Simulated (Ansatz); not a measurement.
MnSb4:

```xyz
5
Lattice="3.0805 0.0000 0.0000 0.0000 3.0805 0.0000 0.0000 0.0000 14.9942" Properties=species:S:1:pos:R:3 pbc="T T T"
Sb    0.0000    0.0000   12.2905
Sb    0.0000    0.0000    9.0048
Sb    0.0000    0.0000    5.9894
Sb    0.0000    0.0000    2.7037
Mn    0.0000    0.0000    0.0000
```

The cell comes from a database or a generator and needn't be the stable form of this composition.

Alike in all runs: program Ansatz 0.2.0; functional PBE; potentials or basis Ansatz PAW; cutoff 420 eV (not typed: the program's choice for these potentials); k mesh 9 × 9 × 2; occupations fermi-dirac, width 0.05 eV.

Starts and where they ended:

```tsv
start	free energy over the lowest (meV/atom)	net moment (μB)	site or absolute moments (μB)	gap
collinear spin, ferromagnetic start of up to 4 μB	0.0	3.98	Sb -0.03, +0.00; Mn +3.82	none (metal or under the smearing width)
collinear spin, random start of up to 1.49 μB	0.0	3.98	Sb -0.03, +0.00; Mn +3.82	none (metal or under the smearing width)
no spin polarisation	342.0	-	-	none (metal or under the smearing width)
```

Allowing spin polarisation gains 342 meV/atom. A still lower state may exist.

Caveats: a cell with one magnetic atom can't hold antiferromagnetic order, which such compounds often take (some runs).
